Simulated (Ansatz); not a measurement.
# AuH6N2 ([Au(NH3)2]+): the cost of one run

The runs use Ansatz 0.2.0; RKS BHLYP-D4/def2-TZVP.

## Step 1: Where the work starts

9 atoms, charge 1, spin multiplicity 1.

Atoms are counted from 1 here; the program's logs count them from 0.

Bond lengths: Au1–N2 2.073 Å, Au1–N6 2.073 Å, N2–H3 1.033 Å, N2–H4 1.033 Å, N2–H5 1.033 Å, N6–H7 1.033 Å, N6–H8 1.033 Å, N6–H9 1.033 Å. Angles: N2–Au1–N6 180.0°, Au1–N2–H3 111.9°, Au1–N2–H4 111.9°, Au1–N2–H5 111.9°, H3–N2–H4 106.9°, H3–N2–H5 106.9°, H4–N2–H5 106.9°, Au1–N6–H7 111.9°, Au1–N6–H8 111.9°, Au1–N6–H9 111.9°, H7–N6–H8 106.9°, H7–N6–H9 106.9°, H8–N6–H9 106.9°.

Geometry (Å):

```xyz
9
AuH6N2
Au   -0.00003    0.00001    0.00000
N    -0.00344   -0.01481    2.07251
H    -0.42167    0.84492    2.46382
H     0.95170   -0.08718    2.45938
H    -0.54221   -0.81046    2.45178
N     0.00342    0.01482   -2.07251
H    -0.95422    0.01681   -2.45994
H     0.48388   -0.81193   -2.46344
H     0.48255    0.84783   -2.45160
```

This geometry comes from a loose relaxation at PBE in a small basis, which is not shown.

## Step 3: Setting up the map

- angle N2–Au1–N6 (carried through 180): 11 values from 140 to 220 °
- change of the bonds Au1–N2, Au1–N6, all alike: 11 values from −0.228 to 0.352 Å

Nothing else is relaxed (all other coordinates rigid). Energies count from the relaxed molecule at the same level. Points are written as (first, second).

(The set-up runs are not shown.)

## Step 4: The run at (180°, 0.004 Å)

input.yaml reads:

```yaml
crystal:
  periodic: [false, false, false]
  atoms:
    - { symbol: Au, position_ang: [-4.0e-06, 2.0e-06, 1.0e-06] }
    - { symbol: "N", position_ang: [-0.003438, -0.014842, 2.076688] }
    - { symbol: H, position_ang: [-0.41303, 0.827544, 2.451448] }
    - { symbol: H, position_ang: [0.93227, -0.085826, 2.447143] }
    - { symbol: H, position_ang: [-0.531387, -0.794167, 2.43966] }
    - { symbol: "N", position_ang: [0.00343, 0.014844, -2.076686] }
    - { symbol: H, position_ang: [-0.934768, 0.016585, -2.447641] }
    - { symbol: H, position_ang: [0.474235, -0.795078, -2.451111] }
    - { symbol: H, position_ang: [0.472657, 0.830947, -2.439492] }
total_charge: 1
basis:
  gaussian: { orbitals: def2-TZVP }
hamiltonian:
  xc: { name: BHLYP }
  dispersion: d4
output:
  forces: true
```

The run is started by

```
$ ansatz run input.yaml --threads 1 --pin off --max-ram 2560MiB --backend cpu --events-out ev --progress --plain --runs-dir out
```

Q: Estimate wall time and peak memory on 1 thread of Intel Xeon at 2.70GHz, shared host.

About 4.8 s, with a peak of 0.26 GiB.
